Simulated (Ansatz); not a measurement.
# AlFH₅NSi: basis-set convergence

An exercise on one series of results from a longer session: the logs are not shown, and one member is left open.

The runs use Ansatz 0.2.0, Gaussian basis; one geometry, several basis sets.

The runs, in order: PBE0-D4/def2-SVP; ωB97M-V/def2-SVP; PBE0-D4/def2-QZVPP; ωB97M-V/def2-QZVPP; the functionals' def2-TZVPP values are taken from earlier runs.

### The geometry

All runs share one geometry, relaxed beforehand with PBE0-D4 in a triple-zeta def2 set.

9 atoms, charge 0, spin multiplicity 1.

Atoms are counted from 1 here; the program's logs count them from 0.

Bond lengths: F1–Al2 1.650 Å, Al2–N3 1.771 Å, Al2–H5 1.567 Å, N3–Si4 1.727 Å, N3–H6 1.012 Å, Si4–H7 1.489 Å, Si4–H8 1.486 Å, Si4–H9 1.489 Å. Angles: F1–Al2–N3 117.2°, F1–Al2–H5 119.9°, N3–Al2–H5 123.0°, Al2–N3–Si4 128.3°, Al2–N3–H6 116.6°, Si4–N3–H6 115.1°, N3–Si4–H7 112.2°, N3–Si4–H8 106.9°, N3–Si4–H9 112.2°, H7–Si4–H8 109.1°, H7–Si4–H9 107.4°, H8–Si4–H9 109.0°.

The first run:

Contents of in.yaml:

```yaml
crystal:
  periodic: [false, false, false]
  atoms:
    - {symbol: F, position_ang: [-1.352499, 2.745767, 0.794979]}
    - {symbol: Al, position_ang: [-0.342529, 1.704808, 0.008811]}
    - {symbol: N, position_ang: [-0.451170, -0.008960, 0.442318]}
    - {symbol: Si, position_ang: [0.463792, -1.332593, -0.185034]}
    - {symbol: H, position_ang: [0.655434, 2.250546, -1.069055]}
    - {symbol: H, position_ang: [-1.132159, -0.254720, 1.150004]}
    - {symbol: H, position_ang: [1.248496, -2.025503, 0.873838]}
    - {symbol: H, position_ang: [1.399756, -0.771979, -1.194333]}
    - {symbol: H, position_ang: [-0.400620, -2.353668, -0.838629]}
basis:
  gaussian: {orbitals: def2-SVP}
hamiltonian: {xc: pbe0, dispersion: d4}
output: {orbitals: {seedname: orbitals}}
```

The run is started by

```sh
$ ansatz run in.yaml --threads 2 --pin off --events-out ev --progress --plain --max-ram 4352MiB
```

Among the steps run: PBE0-D4 in def2-SVP; ωB97M-V in def2-SVP; PBE0-D4 in def2-QZVPP; ωB97M-V in def2-QZVPP.

One of the session's tables, all rows but one given; the rest of the session is left out.

| functional | basis | HOMO (eV) |
| --- | --- | --- |
| PBE0-D4 | def2-SVP | ? |
| PBE0-D4 | def2-TZVPP | -7.94 |
| PBE0-D4 | def2-QZVPP | -7.96 |
| ωB97M-V | def2-SVP | -10.08 |
| ωB97M-V | def2-TZVPP | -10.24 |
| ωB97M-V | def2-QZVPP | -10.26 |

Estimate the missing values for PBE0-D4, def2-SVP.

As computed: HOMO (eV): -7.83. In the column «HOMO (eV)» it is the highest.
